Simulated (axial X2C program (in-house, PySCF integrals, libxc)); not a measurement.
# A two-component session on CaN⁺: properties at the nuclei

Aim: properties at the nuclei of CaN⁺, with spin–orbit coupling in the Hamiltonian from the start.

Program: an in-house X2C program for linear molecules on PySCF integrals. Level of theory: two-component X2C with atomic mean-field terms, Ca dyall-cv3z, N dyall-av3z. These are calculated values, not measurements.

**1. Input**

task.json reads:

```json
{"zs": [20, 7], "q": 1, "bas": ["dyall-cv3z", "dyall-av3z"], "r0": 2.07, "levels": ["PBE0", "HF", "TPSSh", "BP86", "B3LYP"], "nst": 3}
```

Keys: zs atomic numbers; q charge; bas basis sets; r0 starting distance in Å; levels methods (HF also brings MP2); nst determinants followed.

Run with:

```
$ python soeom.py task.json out
```

After this run come: Expectation values, lowest determinant; Expectation values, a higher determinant; Expectation values, a higher determinant.

Q: Predict the outcome of this session. Wanted: lowest determinant; Eeff magnitude; Ws magnitude Ca; A∥/gI Ca; qzz Ca; higher determinant (for each run or level that gives them).

**Answer**, as computed:

| quantity | value |
| --- | --- |
| lowest determinant | Ω = 1 (excess of +ω over −ω: ω = -1/2, ω = 3/2) |
| Eeff magnitude (GV/cm), PBE0 | 0.0125 |
| Ws magnitude Ca (kHz), PBE0 | 0.00323 |
| A∥/gI Ca (MHz), PBE0 | -55.4 |
| qzz Ca (a.u.), PBE0 | -0.68 |
| higher determinant | Ω = 2 (excess of +ω over −ω: ω = 1/2, ω = 3/2) |
| Eeff magnitude (GV/cm), PBE0, higher determinant | 0.15 |
| Ws magnitude Ca (kHz), PBE0, higher determinant | 0.0254 |
| A∥/gI Ca (MHz), PBE0, higher determinant | 83.6 |
| qzz Ca (a.u.), PBE0, higher determinant | -0.47 |
| higher determinant | Ω = 1 (excess of +ω over −ω: 2 × ω = 1/2) |
| Eeff magnitude (GV/cm), PBE0, higher determinant | 0.172 |
| Ws magnitude Ca (kHz), PBE0, higher determinant | 0.0585 |
| A∥/gI Ca (MHz), PBE0, higher determinant | 186 |
| qzz Ca (a.u.), PBE0, higher determinant | -0.44 |

In words: In the first state, the effective field runs from 0.00352 to 0.0473 GV/cm over the mean-field levels, so the levels don't agree on it. The expectation values come from single determinants, which for open shells can mix terms of unlike spin or miss the lowest Ω, so a determinant need not be a state. Eeff is the effective electric field on the electron dipole moment in this Ω state and Ws the scalar–pseudoscalar constant (defined with the proton number Z and per Ω); A∥ is the parallel hyperfine constant, which follows by multiplying with the nuclear g factor gI = μI/(I μN); qzz is the electric field gradient, eQq0 = 234.96 MHz × Q/barn × qzz. The operators were transformed with the bare-nucleus X2C matrices.
